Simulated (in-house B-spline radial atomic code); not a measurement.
**Pt in a hard spherical wall**

Aim: energy and levels of Pt squeezed by an impenetrable sphere of shrinking radius. More than one configuration is followed.

Method: scalar-relativistic (spin-free one-electron X2C) PBE, spherical fractional occupations, Fermi nucleus, basis-set limit. Code: in-house B-spline radial atomic code version 1.

## Step 1: Starting point

- element: platinum (Z = 78)
- charge: 0
- electrons: 78
- configuration: [Xe] 4f14 5d9 6s1
- Hamiltonian: scalar-relativistic (X2C)
- nucleus: Fermi, rms radius 5.427 fm

Outer shells as boxes (Hund's rule):

[Xe] 4f14 5d9 6s1
```
[Xe] core
4f [↑↓][↑↓][↑↓][↑↓][↑↓][↑↓][↑↓]
5d [↑↓][↑↓][↑↓][↑↓][↑ ]
6s [↑ ]
```

The boxes only draw the filling; these runs are spin-restricted and spherical.

## Step 2: Reference run without a wall

Settings, as recorded:

```ini
Z = 78
electrons = 78.0
configuration = [Xe] 4f14 5d9 6s1
hamiltonian = x2c
method = pbe,pbe
spin_polarised = False
nucleus = fermi
rms_radius = 5.427
mass_number = 195
atomic_mass = 194.964794325
speed_of_light = 137.035999084
```

From the run's result record (rounded, not every field):

```text
{
  "status": "converged",
  "scf [iteration, energy, orbital gradient]": [
    [1, -18413.6829802, 0.655],
    [2, -18388.875275, 0.444],
    [3, -18412.8513735, 0.238],
    [4, -18415.7842559, 0.089],
    [5, -18415.7702052, 0.122],
    [6, -18415.9948908, 0.0116],
    [7, -18415.9988986, 0.0108],
    [8, -18416.0053012, 0.000329],
    [9, -18416.0053032, 3.15e-05],
    [10, -18416.0053032, 5.7e-07]
  ],
  "energy [hartree]": {"total": -18416.0053032, "kinetic": 21080.4092333, "nuclear": -46329.6702432, "coulomb": 7194.60549552, "xc": -361.349788795},
  "orbitals [hartree, bohr; first row names the columns]": [
    ["name", "occ", "eps", "<r>", "<r^2>", "<1/r>", "r_max"],
    ["1s", 2.0, -2871.4537, 0.016315, 0.0003753, 104.13, 0.009638],
    ["2s", 2.0, -504.36973, 0.071513, 0.0061175, 24.431, 0.06105],
    ["2p", 6.0, -439.02066, 0.064606, 0.0051195, 19.977, 0.049935],
    ["3s", 2.0, -118.49856, 0.18658, 0.039957, 8.7705, 0.17279],
    ["3p", 6.0, -99.354547, 0.18732, 0.040799, 7.594, 0.17141],
    ["3d", 10.0, -77.720066, 0.1704, 0.034012, 7.0393, 0.13974],
    ["4s", 2.0, -25.462479, 0.41514, 0.19473, 3.6514, 0.39048],
    ["4p", 6.0, -19.145203, 0.44097, 0.22125, 3.1967, 0.40966],
    ["4d", 10.0, -11.24535, 0.46842, 0.25381, 2.8313, 0.41865],
    ["5s", 2.0, -3.7265115, 0.95395, 1.0219, 1.4481, 0.87047],
    ["5p", 6.0, -2.0682003, 1.103, 1.3784, 1.2072, 0.97695],
    ["4f", 14.0, -2.5732857, 0.51644, 0.32509, 2.3886, 0.38524],
    ["5d", 9.0, -0.22559076, 1.7011, 3.5274, 0.78722, 1.2641],
    ["6s", 1.0, -0.20743896, 2.9382, 9.9705, 0.43605, 2.3866]
  ],
  "sum_r [bohr^k]": {"-1": 616.3692, "1": 45.92895, "2": 61.54666}
}
```

Wall time 0.51 s (1 thread, shared host).

## Step 3: Wall at 9.08 bohr, configuration [Xe] 4f14 5d9 6s1

Settings: those of step 2 with these lines changed.

```diff
@@ -11 +11,2 @@
 speed_of_light = 137.035999084
+wall_radius = 9.08
```

Result record:

```text
{
  "status": "converged",
  "iterations": 10,
  "energy [hartree]": {"total": -18416.0048885, "kinetic": 21080.4142778, "nuclear": -46329.7643238, "coulomb": 7194.69629177, "xc": -361.351134248},
  "orbitals [hartree, bohr; first row names the columns]": [
    ["name", "occ", "eps", "<r>"],
    ["1s", 2.0, -2871.4525, 0.016315],
    ["2s", 2.0, -504.36856, 0.071513],
    ["2p", 6.0, -439.01949, 0.064606],
    ["3s", 2.0, -118.49739, 0.18658],
    ["3p", 6.0, -99.353376, 0.18732],
    ["3d", 10.0, -77.718896, 0.1704],
    ["4s", 2.0, -25.461306, 0.41514],
    ["4p", 6.0, -19.14403, 0.44097],
    ["4d", 10.0, -11.244177, 0.46842],
    ["5s", 2.0, -3.7253375, 0.95395],
    ["5p", 6.0, -2.0670268, 1.103],
    ["4f", 14.0, -2.5721131, 0.51644],
    ["5d", 9.0, -0.22448837, 1.7006],
    ["6s", 1.0, -0.20632331, 2.9197]
  ],
  "sum_r [bohr^k]": {"-1": 616.3704, "1": 45.90613, "2": 61.3094},
  "energy_minus_base [hartree]": 0.000414699123
}
```

Wall time 0.2 s (1 thread, shared host).

energy_minus_base is the energy less that of the reference run.

## Step 4: Wall at 3.98 bohr, configuration [Xe] 4f14 5d9 6s1

Settings: those of step 3 with these lines changed.

```diff
@@ -11,2 +11,2 @@
 speed_of_light = 137.035999084
-wall_radius = 9.08
+wall_radius = 3.98
```

Result record:

```text
{
  "status": "converged",
  "iterations": 10,
  "energy [hartree]": {"total": -18415.6420405, "kinetic": 21082.3058564, "nuclear": -46347.8223687, "coulomb": 7211.55978897, "xc": -361.685317289},
  "orbitals [hartree, bohr; first row names the columns]": [
    ["name", "occ", "eps", "<r>"],
    ["1s", 2.0, -2871.2231, 0.016315],
    ["2s", 2.0, -504.13989, 0.071513],
    ["2p", 6.0, -438.79073, 0.064607],
    ["3s", 2.0, -118.27159, 0.18658],
    ["3p", 6.0, -99.127579, 0.18732],
    ["3d", 10.0, -77.492713, 0.1704],
    ["4s", 2.0, -25.237351, 0.41515],
    ["4p", 6.0, -18.920244, 0.44098],
    ["4d", 10.0, -11.020622, 0.46846],
    ["5s", 2.0, -3.5121536, 0.95601],
    ["5p", 6.0, -1.8619028, 1.1092],
    ["4f", 14.0, -2.3495805, 0.51685],
    ["5d", 9.0, -0.035574301, 1.6007],
    ["6s", 1.0, 0.051028625, 2.2544]
  ],
  "sum_r [bohr^k]": {"-1": 616.6026, "1": 44.38865, "2": 52.01185},
  "energy_minus_base [hartree]": 0.363262646
}
```

Run time: 0.19 s. Hardware: 1 thread, shared host.

## Step 5: Wall at 2.59 bohr, configuration [Xe] 4f14 5d9 6s1

Settings: those of step 4 with these lines changed.

```diff
@@ -11,2 +11,2 @@
 speed_of_light = 137.035999084
-wall_radius = 3.98
+wall_radius = 2.59
```

Result record:

```text
{
  "status": "converged",
  "iterations": 9,
  "energy [hartree]": {"total": -18412.1424563, "kinetic": 21096.6783076, "nuclear": -46420.3743027, "coulomb": 7274.73149599, "xc": -363.177957226},
  "orbitals [hartree, bohr; first row names the columns]": [
    ["name", "occ", "eps", "<r>"],
    ["1s", 2.0, -2870.2997, 0.016315],
    ["2s", 2.0, -503.22448, 0.071515],
    ["2p", 6.0, -437.87353, 0.064608],
    ["3s", 2.0, -117.39112, 0.1866],
    ["3p", 6.0, -98.247002, 0.18734],
    ["3d", 10.0, -76.607602, 0.17042],
    ["4s", 2.0, -24.380127, 0.41527],
    ["4p", 6.0, -18.065081, 0.44119],
    ["4d", 10.0, -10.168347, 0.46898],
    ["5s", 2.0, -2.7724067, 0.96852],
    ["5p", 6.0, -1.1642859, 1.1133],
    ["4f", 14.0, -1.5092553, 0.52094],
    ["5d", 9.0, 0.73140317, 1.3579],
    ["6s", 1.0, 1.4511462, 1.6223]
  ],
  "sum_r [bohr^k]": {"-1": 617.5353, "1": 41.68608, "2": 41.21141},
  "energy_minus_base [hartree]": 3.86284686
}
```

Wall time 0.17 s (1 thread, shared host).

## Step 6: Wall at 1.53 bohr, configuration [Xe] 4f14 5d9 6s1

Settings: those of step 5 with these lines changed.

```diff
@@ -11,2 +11,2 @@
 speed_of_light = 137.035999084
-wall_radius = 2.59
+wall_radius = 1.53
```

Result record:

```text
{
  "status": "converged",
  "iterations": 9,
  "energy [hartree]": {"total": -18366.9014127, "kinetic": 21260.7966388, "nuclear": -46823.2039574, "coulomb": 7566.80670104, "xc": -371.300795231},
  "orbitals [hartree, bohr; first row names the columns]": [
    ["name", "occ", "eps", "<r>"],
    ["1s", 2.0, -2865.2184, 0.016315],
    ["2s", 2.0, -498.37189, 0.071533],
    ["2p", 6.0, -432.99044, 0.064628],
    ["3s", 2.0, -112.97192, 0.18679],
    ["3p", 6.0, -93.826671, 0.18758],
    ["3d", 10.0, -72.137625, 0.17074],
    ["4s", 2.0, -20.390152, 0.41792],
    ["4p", 6.0, -14.124792, 0.44558],
    ["4d", 10.0, -6.2922162, 0.47807],
    ["5s", 2.0, 0.60255325, 0.87459],
    ["5p", 6.0, 2.5819271, 0.91139],
    ["4f", 14.0, 2.2678304, 0.53519],
    ["5d", 9.0, 5.4533176, 0.93771],
    ["6s", 1.0, 11.88857, 0.93032]
  ],
  "sum_r [bohr^k]": {"-1": 622.7183, "1": 36.13983, "2": 26.70636},
  "energy_minus_base [hartree]": 49.1038904
}
```

It took 0.17 s on 1 thread, shared host.

## Step 7: Wall at 9.08 bohr, configuration [Kr] 4d10 4f14 5s2 5p5 5d9 6s1 6d1

Settings, as recorded:

```ini
Z = 78
electrons = 78.0
configuration = [Kr] 4d10 4f14 5s2 5p5 5d9 6s1 6d1
hamiltonian = x2c
method = pbe,pbe
spin_polarised = False
nucleus = fermi
rms_radius = 5.427
mass_number = 195
atomic_mass = 194.964794325
speed_of_light = 137.035999084
wall_radius = 9.08
```

Result record:

```text
{
  "status": "converged",
  "iterations": 10,
  "energy [hartree]": {"total": -18413.703046, "kinetic": 21077.9321423, "nuclear": -46300.9170417, "coulomb": 7170.19863091, "xc": -360.916777503},
  "orbitals [hartree, bohr; first row names the columns]": [
    ["name", "occ", "eps", "<r>"],
    ["1s", 2.0, -2871.8186, 0.016315],
    ["2s", 2.0, -504.70955, 0.071513],
    ["2p", 6.0, -439.36243, 0.064606],
    ["3s", 2.0, -118.83113, 0.18658],
    ["3p", 6.0, -99.687354, 0.18732],
    ["3d", 10.0, -78.052162, 0.17039],
    ["4s", 2.0, -25.793879, 0.41513],
    ["4p", 6.0, -19.476513, 0.44093],
    ["4d", 10.0, -11.575696, 0.4683],
    ["4f", 14.0, -2.9000586, 0.51527],
    ["5s", 2.0, -4.0222663, 0.94968],
    ["5p", 5.0, -2.3475002, 1.0929],
    ["5d", 9.0, -0.44926774, 1.572],
    ["6s", 1.0, -0.33548293, 2.6699],
    ["6d", 1.0, 0.069573997, 5.4339]
  ],
  "sum_r [bohr^k]": {"-1": 616.0015, "1": 48.75324, "2": 84.30528},
  "energy_minus_base [hartree]": 2.30225715
}
```

Wall time 0.2 s (1 thread, shared host).

## Step 8: Wall at 3.98 bohr, configuration [Kr] 4d10 4f14 5s2 5p5 5d9 6s1 6d1

Settings: those of step 7 with these lines changed.

```diff
@@ -11,2 +11,2 @@
 speed_of_light = 137.035999084
-wall_radius = 9.08
+wall_radius = 3.98
```

Result record:

```text
{
  "status": "converged",
  "iterations": 10,
  "energy [hartree]": {"total": -18412.6255236, "kinetic": 21081.0704317, "nuclear": -46328.0732952, "coulomb": 7195.73465168, "xc": -361.357311761},
  "orbitals [hartree, bohr; first row names the columns]": [
    ["name", "occ", "eps", "<r>"],
    ["1s", 2.0, -2871.4715, 0.016315],
    ["2s", 2.0, -504.36318, 0.071513],
    ["2p", 6.0, -439.01584, 0.064606],
    ["3s", 2.0, -118.48988, 0.18658],
    ["3p", 6.0, -99.346091, 0.18732],
    ["3d", 10.0, -77.7102, 0.1704],
    ["4s", 2.0, -25.456262, 0.41515],
    ["4p", 6.0, -19.139231, 0.44097],
    ["4d", 10.0, -11.238859, 0.46838],
    ["4f", 14.0, -2.5648488, 0.51584],
    ["5s", 2.0, -3.7008706, 0.95183],
    ["5p", 5.0, -2.0345038, 1.0988],
    ["5d", 9.0, -0.16012375, 1.5509],
    ["6s", 1.0, -0.018588671, 2.2327],
    ["6d", 1.0, 1.0307571, 2.4244]
  ],
  "sum_r [bohr^k]": {"-1": 616.3501, "1": 45.15892, "2": 55.35506},
  "energy_minus_base [hartree]": 3.37977964
}
```

It took 0.22 s on 1 thread, shared host.

## Step 9: Wall at 2.59 bohr, configuration [Kr] 4d10 4f14 5s2 5p5 5d9 6s1 6d1

Settings: those of step 8 with these lines changed.

```diff
@@ -11,2 +11,2 @@
 speed_of_light = 137.035999084
-wall_radius = 3.98
+wall_radius = 2.59
```

Result record:

```text
{
  "status": "converged",
  "iterations": 9,
  "energy [hartree]": {"total": -18407.1466002, "kinetic": 21099.4517239, "nuclear": -46409.8756624, "coulomb": 7266.24972414, "xc": -362.972385756},
  "orbitals [hartree, bohr; first row names the columns]": [
    ["name", "occ", "eps", "<r>"],
    ["1s", 2.0, -2870.4283, 0.016315],
    ["2s", 2.0, -503.32958, 0.071515],
    ["2p", 6.0, -437.97989, 0.064608],
    ["3s", 2.0, -117.50082, 0.1866],
    ["3p", 6.0, -98.356903, 0.18734],
    ["3d", 10.0, -76.715198, 0.17043],
    ["4s", 2.0, -24.498362, 0.41531],
    ["4p", 6.0, -18.184161, 0.44124],
    ["4d", 10.0, -10.287676, 0.46905],
    ["4f", 14.0, -1.6280312, 0.52059],
    ["5s", 2.0, -2.8812286, 0.96544],
    ["5p", 5.0, -1.2619048, 1.1077],
    ["5d", 9.0, 0.65343236, 1.3502],
    ["6s", 1.0, 1.3911592, 1.6219],
    ["6d", 1.0, 3.7464012, 1.5376]
  ],
  "sum_r [bohr^k]": {"-1": 617.4011, "1": 42.0024, "2": 42.27631},
  "energy_minus_base [hartree]": 8.85870305
}
```

It took 0.17 s on 1 thread, shared host.

## Step 10: Wall at 1.53 bohr, configuration [Kr] 4d10 4f14 5s2 5p5 5d9 6s1 6d1

Settings: those of step 9 with these lines changed.

```diff
@@ -11,2 +11,2 @@
 speed_of_light = 137.035999084
-wall_radius = 2.59
+wall_radius = 1.53
```

Result record:

```text
{
  "status": "converged",
  "iterations": 9,
  "energy [hartree]": {"total": -18352.184015, "kinetic": 21278.8153473, "nuclear": -46830.0673124, "coulomb": 7570.366237, "xc": -371.298286935},
  "orbitals [hartree, bohr; first row names the columns]": [
    ["name", "occ", "eps", "<r>"],
    ["1s", 2.0, -2865.1171, 0.016315],
    ["2s", 2.0, -498.23858, 0.071534],
    ["2p", 6.0, -432.85686, 0.064629],
    ["3s", 2.0, -112.8869, 0.18681],
    ["3p", 6.0, -93.741981, 0.18761],
    ["3d", 10.0, -72.04369, 0.17078],
    ["4s", 2.0, -20.352319, 0.41815],
    ["4p", 6.0, -14.091284, 0.44594],
    ["4d", 10.0, -6.2629538, 0.47875],
    ["4f", 14.0, 2.288624, 0.53697],
    ["5s", 2.0, 0.59051154, 0.87496],
    ["5p", 5.0, 2.5695476, 0.91169],
    ["5d", 9.0, 5.4421358, 0.93784],
    ["6s", 1.0, 11.874975, 0.9304],
    ["6d", 1.0, 17.287535, 0.88832]
  ],
  "sum_r [bohr^k]": {"-1": 622.8062, "1": 36.1553, "2": 26.78671},
  "energy_minus_base [hartree]": 63.8212882
}
```

Wall time 0.16 s (1 thread, shared host).

## Step 11: Wall at 9.08 bohr, configuration [Kr] 4d10 4f14 5s2 5p5 5d10 6s1

Settings, as recorded:

```ini
Z = 78
electrons = 78.0
configuration = [Kr] 4d10 4f14 5s2 5p5 5d10 6s1
hamiltonian = x2c
method = pbe,pbe
spin_polarised = False
nucleus = fermi
rms_radius = 5.427
mass_number = 195
atomic_mass = 194.964794325
speed_of_light = 137.035999084
wall_radius = 9.08
```

Result record:

```text
{
  "status": "converged",
  "iterations": 10,
  "energy [hartree]": {"total": -18414.1486921, "kinetic": 21078.0508898, "nuclear": -46319.0807958, "coulomb": 7188.08537186, "xc": -361.204157971},
  "orbitals [hartree, bohr; first row names the columns]": [
    ["name", "occ", "eps", "<r>"],
    ["1s", 2.0, -2871.5841, 0.016315],
    ["2s", 2.0, -504.4732, 0.071513],
    ["2p", 6.0, -439.12613, 0.064605],
    ["3s", 2.0, -118.5953, 0.18658],
    ["3p", 6.0, -99.451527, 0.18732],
    ["3d", 10.0, -77.816156, 0.17039],
    ["4s", 2.0, -25.558284, 0.41513],
    ["4p", 6.0, -19.240902, 0.44093],
    ["4d", 10.0, -11.340018, 0.4683],
    ["4f", 14.0, -2.6645713, 0.51541],
    ["5s", 2.0, -3.7896929, 0.95087],
    ["5p", 5.0, -2.1197409, 1.097],
    ["5d", 10.0, -0.25017548, 1.6575],
    ["6s", 1.0, -0.20850314, 2.8924]
  ],
  "sum_r [bohr^k]": {"-1": 616.234, "1": 45.99309, "2": 61.19881},
  "energy_minus_base [hartree]": 1.8566111
}
```

Wall time 0.2 s (1 thread, shared host).

## Step 12: Wall at 3.98 bohr, configuration [Kr] 4d10 4f14 5s2 5p5 5d10 6s1

Settings: those of step 11 with these lines changed.

```diff
@@ -11,2 +11,2 @@
 speed_of_light = 137.035999084
-wall_radius = 9.08
+wall_radius = 3.98
```

Result record:

```text
{
  "status": "converged",
  "iterations": 10,
  "energy [hartree]": {"total": -18413.8017163, "kinetic": 21079.927952, "nuclear": -46336.2333799, "coulomb": 7204.0283591, "xc": -361.524647592},
  "orbitals [hartree, bohr; first row names the columns]": [
    ["name", "occ", "eps", "<r>"],
    ["1s", 2.0, -2871.3664, 0.016315],
    ["2s", 2.0, -504.25668, 0.071513],
    ["2p", 6.0, -438.90949, 0.064606],
    ["3s", 2.0, -118.38157, 0.18658],
    ["3p", 6.0, -99.237789, 0.18732],
    ["3d", 10.0, -77.602071, 0.1704],
    ["4s", 2.0, -25.346346, 0.41514],
    ["4p", 6.0, -19.029135, 0.44095],
    ["4d", 10.0, -11.128496, 0.46834],
    ["4f", 14.0, -2.4540406, 0.5158],
    ["5s", 2.0, -3.5882317, 0.95276],
    ["5p", 5.0, -1.9257005, 1.1025],
    ["5d", 10.0, -0.07164636, 1.5762],
    ["6s", 1.0, 0.038483248, 2.2449]
  ],
  "sum_r [bohr^k]": {"-1": 616.4546, "1": 44.56968, "2": 52.51918},
  "energy_minus_base [hartree]": 2.20358689
}
```

Run time: 0.19 s. Hardware: 1 thread, shared host.

## Step 13: Wall at 2.59 bohr, configuration [Kr] 4d10 4f14 5s2 5p5 5d10 6s1

Settings: those of step 12 with these lines changed.

```diff
@@ -11,2 +11,2 @@
 speed_of_light = 137.035999084
-wall_radius = 3.98
+wall_radius = 2.59
```

Result record:

```text
{
  "status": "converged",
  "iterations": 9,
  "energy [hartree]": {"total": -18410.2390393, "kinetic": 21094.8381432, "nuclear": -46410.541141, "coulomb": 7268.51258918, "xc": -363.048630597},
  "orbitals [hartree, bohr; first row names the columns]": [
    ["name", "occ", "eps", "<r>"],
    ["1s", 2.0, -2870.4204, 0.016315],
    ["2s", 2.0, -503.31943, 0.071514],
    ["2p", 6.0, -437.97034, 0.064607],
    ["3s", 2.0, -117.48055, 0.1866],
    ["3p", 6.0, -98.33666, 0.18734],
    ["3d", 10.0, -76.696276, 0.17042],
    ["4s", 2.0, -24.469731, 0.41526],
    ["4p", 6.0, -18.154713, 0.44116],
    ["4d", 10.0, -10.257134, 0.46888],
    ["4f", 14.0, -1.5949397, 0.51995],
    ["5s", 2.0, -2.8332496, 0.96562],
    ["5p", 5.0, -1.2147477, 1.1087],
    ["5d", 10.0, 0.69638624, 1.352],
    ["6s", 1.0, 1.4274371, 1.6216]
  ],
  "sum_r [bohr^k]": {"-1": 617.4097, "1": 41.82721, "2": 41.59237},
  "energy_minus_base [hartree]": 5.76626394
}
```

Run time: 0.16 s. Hardware: 1 thread, shared host.

## Step 14: Wall at 1.53 bohr, configuration [Kr] 4d10 4f14 5s2 5p5 5d10 6s1

Settings: those of step 13 with these lines changed.

```diff
@@ -11,2 +11,2 @@
 speed_of_light = 137.035999084
-wall_radius = 2.59
+wall_radius = 1.53
```

Result record:

```text
{
  "status": "converged",
  "iterations": 9,
  "energy [hartree]": {"total": -18364.029292, "kinetic": 21260.6941012, "nuclear": -46819.2544834, "coulomb": 7565.80644965, "xc": -371.275359342},
  "orbitals [hartree, bohr; first row names the columns]": [
    ["name", "occ", "eps", "<r>"],
    ["1s", 2.0, -2865.2582, 0.016315],
    ["2s", 2.0, -498.37129, 0.071532],
    ["2p", 6.0, -432.99204, 0.064628],
    ["3s", 2.0, -112.97793, 0.18679],
    ["3p", 6.0, -93.832995, 0.18759],
    ["3d", 10.0, -72.140245, 0.17075],
    ["4s", 2.0, -20.40732, 0.41797],
    ["4p", 6.0, -14.143016, 0.44564],
    ["4d", 10.0, -6.3104825, 0.47815],
    ["4f", 14.0, 2.2495997, 0.53524],
    ["5s", 2.0, 0.58690597, 0.87438],
    ["5p", 5.0, 2.567563, 0.91118],
    ["5d", 10.0, 5.4404143, 0.93752],
    ["6s", 1.0, 11.875211, 0.93036]
  ],
  "sum_r [bohr^k]": {"-1": 622.668, "1": 36.16495, "2": 26.76325},
  "energy_minus_base [hartree]": 51.9760112
}
```

It took 0.16 s on 1 thread, shared host.

## Step 15: Results

| configuration | radius (bohr) | energy above the free system (eV) | highest level (eV) |
| --- | --- | --- | --- |
| [Xe] 4f14 5d9 6s1 | 9.08 | 0.0113 | -5.614 (6s) |
| [Xe] 4f14 5d9 6s1 | 3.98 | 9.885 | 1.389 (6s) |
| [Xe] 4f14 5d9 6s1 | 2.59 | 105.11 | 39.488 (6s) |
| [Xe] 4f14 5d9 6s1 | 1.53 | 1336.18 | 323.50 (6s) |
| [Kr] 4d10 4f14 5s2 5p5 5d9 6s1 6d1 | 9.08 | 62.648 | 1.893 (6d) |
| [Kr] 4d10 4f14 5s2 5p5 5d9 6s1 6d1 | 3.98 | 91.968 | 28.048 (6d) |
| [Kr] 4d10 4f14 5s2 5p5 5d9 6s1 6d1 | 2.59 | 241.06 | 101.94 (6d) |
| [Kr] 4d10 4f14 5s2 5p5 5d9 6s1 6d1 | 1.53 | 1736.67 | 470.42 (6d) |
| [Kr] 4d10 4f14 5s2 5p5 5d10 6s1 | 9.08 | 50.521 | -5.674 (6s) |
| [Kr] 4d10 4f14 5s2 5p5 5d10 6s1 | 3.98 | 59.963 | 1.047 (6s) |
| [Kr] 4d10 4f14 5s2 5p5 5d10 6s1 | 2.59 | 156.91 | 38.843 (6s) |
| [Kr] 4d10 4f14 5s2 5p5 5d10 6s1 | 1.53 | 1414.34 | 323.14 (6s) |

For [Xe] 4f14 5d9 6s1 the energy above the free reference is 0.0113 eV at 9.08 bohr and 1336.18 eV at 1.53 bohr. Its highest level passes zero between 9.08 and 3.98 bohr; in smaller spheres the level is positive, pushed up by confinement, and the wall keeps the electron in. Of [Xe] 4f14 5d9 6s1 and [Kr] 4d10 4f14 5s2 5p5 5d9 6s1 6d1, the first stays lower at every radius that both share. At 1.53 bohr the lowest of all 3 is [Xe] 4f14 5d9 6s1. A hard wall is a crude model of an atom's surroundings.
